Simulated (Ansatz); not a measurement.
**C3H5F3O: a ladder of functionals and wavefunction methods**

Aim: compute C3H5F3O with functionals from several rungs and with coupled cluster. The yardstick is the atomisation energy at the CCSD(T) limit.

Program: Ansatz 0.2.0, Gaussian basis. Level of theory: functionals in def2-TZVPP, the program's frozen cores in correlated methods. These are calculated values, not measurements.

The runs, in order: LDA (SPW92), PBE-D4, revPBE-D4, BLYP-D4, r2SCAN-D4, B97M-V, PBE0-D4, B3LYP-D4, r2SCANh-D4, r2SCAN0-D4, HSE06-D4, BHLYP-D4, CAM-B3LYP-D4, LC-ωPBE, ωB97X-V, ωB97M-V, B2PLYP, PBE-QIDH; CCSD(T)/def2-SVP; CCSD(T)/def2-TZVPP; MP2/def2-QZVPP; extrapolation to the limit; RPA on PBE.

## (1) Structure used throughout

All runs share one geometry, relaxed beforehand with PBE0-D4 in a triple-zeta def2 set.

12 atoms, charge 0, spin multiplicity 1.

Atoms are counted from 1 here; the program's logs count them from 0.

Bond lengths: C1–O2 1.425 Å, C1–H8 1.091 Å, C1–H9 1.087 Å, C1–H10 1.091 Å, O2–C3 1.347 Å, C3–F4 1.358 Å, C3–F5 1.358 Å, C3–C6 1.515 Å, C6–F7 1.366 Å, C6–H11 1.092 Å, C6–H12 1.092 Å. Angles: O2–C1–H8 110.8°, O2–C1–H9 105.7°, O2–C1–H10 110.8°, H8–C1–H9 109.7°, H8–C1–H10 110.0°, H9–C1–H10 109.7°, C1–O2–C3 116.0°, O2–C3–F4 111.5°, O2–C3–F5 111.5°, O2–C3–C6 108.0°, F4–C3–F5 105.1°, F4–C3–C6 110.4°, F5–C3–C6 110.4°, C3–C6–F7 110.0°, C3–C6–H11 108.7°, C3–C6–H12 108.7°, F7–C6–H11 109.6°, F7–C6–H12 109.6° and more.

## (2) LDA

This LDA is Slater exchange with PW92 correlation.

The input, in.yaml:

```yaml
crystal:
  periodic: [false, false, false]
  atoms:
    - {symbol: C, position_ang: [-1.488863, 1.094053, -0.410898]}
    - {symbol: O, position_ang: [-0.473270, 0.526099, 0.412098]}
    - {symbol: C, position_ang: [0.350899, -0.353141, -0.189972]}
    - {symbol: F, position_ang: [-0.336224, -1.401514, -0.713209]}
    - {symbol: F, position_ang: [0.994357, 0.210304, -1.245360]}
    - {symbol: C, position_ang: [1.350493, -0.838098, 0.840139]}
    - {symbol: F, position_ang: [2.206410, -1.738959, 0.272976]}
    - {symbol: H, position_ang: [-2.153431, 0.318987, -0.796156]}
    - {symbol: H, position_ang: [-2.046876, 1.769386, 0.233269]}
    - {symbol: H, position_ang: [-1.049079, 1.653288, -1.238320]}
    - {symbol: H, position_ang: [0.806936, -1.315136, 1.658418]}
    - {symbol: H, position_ang: [1.915549, 0.019731, 1.210917]}
basis:
  gaussian: {orbitals: def2-TZVPP}
hamiltonian: {xc: lda}
output: {orbitals: {seedname: orbitals}}
```

Run with:

```bash
$ ansatz run in.yaml --threads 4 --pin off --events-out ev --progress --plain --max-ram 11315MiB
```

Further steps of the session: PBE-D4 (GGA); revPBE-D4 (GGA); BLYP-D4 (GGA); r2SCAN-D4 (meta-GGA); B97M-V (meta-GGA); B3LYP-D4 (hybrid); r2SCANh-D4 (hybrid); r2SCAN0-D4 (hybrid); HSE06-D4 (hybrid); BHLYP-D4 (hybrid); CAM-B3LYP-D4 (range-separated); LC-ωPBE (range-separated); ωB97X-V (range-separated); ωB97M-V (range-separated); B2PLYP (double hybrid); PBE-QIDH (double hybrid); CCSD(T) in def2-SVP; CCSD(T) in def2-TZVPP; MP2 in def2-QZVPP; RPA on PBE orbitals.

**Question.** What will the summary of the whole plan be? Wanted: atomisation energy, CCSD(T)/CBS; farthest beyond LDA; mean size of error, GGA; mean size of error, meta-GGA; mean size of error, hybrid; mean size of error, range-separated; mean size of error, double hybrid; gap, smallest and largest; T1 diagnostic.

The runs gave:

| quantity | value |
| --- | --- |
| atomisation energy, CCSD(T)/CBS | 49.385 eV |
| functionals within 0.247 eV (0.5 %) | revPBE-D4, BLYP-D4, B97M-V, PBE0-D4, B3LYP-D4, r2SCANh-D4, ωB97X-V, ωB97M-V |
| farthest beyond LDA | BHLYP-D4 (-2.259 eV) |
| mean size of error, GGA | 0.598 eV |
| mean size of error, meta-GGA | 0.149 eV |
| mean size of error, hybrid | 0.691 eV |
| mean size of error, range-separated | 0.251 eV |
| mean size of error, double hybrid | 0.429 eV |
| gap, smallest and largest | 7.74 eV (LDA (SPW92)), 15.52 eV (LC-ωPBE) |
| T1 diagnostic | 0.0114 |
| triples share of the correlation energy | 3.3 % |

What this shows: LDA overbinds by 9.193 eV (19 %). PBE-D4 misses by +1.703 eV. Double hybrids carry the basis error of their MP2 part in triple zeta, and no dispersion term here, so their miss is partly the set-up's. Taken by rung, meta-GGA functionals do best (0.149 eV on average) and hybrid ones worst beyond LDA (0.691 eV). GGA functionals lie within the reference's doubt of that worst mean (0.598 eV), so those two tie. The gap between the best rungs is small, so their order is not settled. The mean of the hybrids holds BHLYP, with half exact exchange. Misses under about 0.247 eV are within the doubt on the reference itself, which lacks core-valence correlation, relativity and higher excitations. Hartree-Fock recovers 70 % of the binding; the rest is correlation. CCSD(T) in def2-SVP is off by -2.259 eV, which most functionals beat. The gap grows from 7.7 to 15.5 eV across the functionals, mostly with the share of exact exchange.
